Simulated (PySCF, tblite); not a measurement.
# C₉H₁₁B: geometry, infrared bands and NMR shifts

Aim: predict the infrared bands and NMR shifts of C₉H₁₁B (`CC#CB[C@H]1CCC12C=C2`).

The runs use tblite 0.8.0 and PySCF 2.14.0, with density-fitted response routines of our own; the level of theory stands in each step. All values are computed, except where a source is named. Atoms are numbered from 0 throughout.

## (1) Starting geometry

21 atoms, charge 0, multiplicity 1; geometry from: force field or distance geometry start.

Bonds of the start (Å): C0–C1 1.48, C1–C2 1.20, C2–B3 1.54, B3–C4 1.56, C4–C5 1.54, C5–C6 1.54, C6–C7 1.45, C7–C8 1.44, C8–C9 1.36, C7–C4 1.45, C9–C7 1.48, C0–H10 1.11, C0–H11 1.09, C0–H12 1.13, B3–H13 1.20, C4–H14 1.10, C5–H15 1.10, C5–H16 1.09, C6–H17 1.09, C6–H18 1.13, C8–H19 1.10, C9–H20 1.10.

## (2) Relaxing the molecule with GFN2-xTB

Job settings and geometry (Å):

```
{"job": {"kind": "relax", "xc": "GFN2-xTB", "basis": "xTB"}, "charge": 0, "multiplicity": 1}
C      4.213400     0.248600    -0.759300
C      2.865000     0.002200    -0.204100
C      1.795200    -0.214300     0.286000
B      0.404400    -0.466900     0.908600
C     -0.824900    -0.886800     0.040700
C     -2.080600    -0.874700     0.926200
C     -2.153900     0.628800     0.599600
C     -1.442400     0.259400    -0.606700
C     -1.032400     1.043500    -1.747300
C     -2.116600     0.245600    -1.926900
H      4.177800     1.223300    -1.285800
H      4.470200    -0.600600    -1.385200
H      4.955700     0.320100     0.085300
H      0.279400    -0.415000     2.101200
H     -0.749400    -1.837200    -0.510000
H     -1.906800    -1.128000     1.983900
H     -2.878700    -1.378300     0.377100
H     -3.165400     1.028700     0.517400
H     -1.518000     1.151600     1.379200
H     -0.399800     1.777600    -2.276800
H     -2.901300    -0.110700    -2.609200
```

Command:

```bash
$ OMP_NUM_THREADS=1 python probes_run.py task.json out
```

One launch serves the whole session: the jobs run in the order shown.

**Question.** This job is followed by: GFN2-xTB harmonic vibrations, gas phase; GIAO PBE0/pcSseg-1 NMR shielding, non-relativistic, gas phase. Predict these results of the whole session: strongest single infrared mode (GFN2-xTB); zero-point energy (GFN2-xTB); 13C shifts against TMS (PBE0/pcSseg-1); 1H shifts against TMS (PBE0/pcSseg-1, means over atoms taken as alike); 11B shifts against BF3·OEt2 (PBE0/pcSseg-1); surface potential, 1st and 99th percentile.

The runs gave:

```
                                                              quantity                                                       value
                             strongest single infrared mode (GFN2-xTB)                                       2305 cm⁻¹, 217 km/mol
                                          zero-point energy (GFN2-xTB)                                              104.1 kcal/mol
                                13C shifts against TMS (PBE0/pcSseg-1)  152.2, 134.7, 130.9, 99.1, 51.9, 37.0, 27.3, 21.4, 8.0 ppm
1H shifts against TMS (PBE0/pcSseg-1, means over atoms taken as alike)    7.76, 7.71, 6.88, 2.50, 2.34, 2.28, 2.24, 2.12, 2.09 ppm
                           11B shifts against BF3·OEt2 (PBE0/pcSseg-1)                                                    69.5 ppm
                                 surface potential, 1st and 99th percentile                                          -0.93 V and 1.02 V
```

**Reading.** Over 129 steps the energy fell by 1.037 eV; of the close pairs, C4–C7 changed most, 1.454 to 1.541 Å. The lowest mode is imaginary (32i cm⁻¹), so the xTB geometry is not a minimum. The strongest single mode, at 2305 cm⁻¹, moves mainly C1 and C2. GFN2-xTB is a fitted tight-binding method: band positions and strengths are rough. Its intensities can rank the bands wrongly. At PBE0/pcSseg-1, counted by nearest atom on the grid, the HOMO lies on C8, C9 about 16 % each; C1, C4 about 12 % each, the LUMO on B3 42 %; C1 21 %.
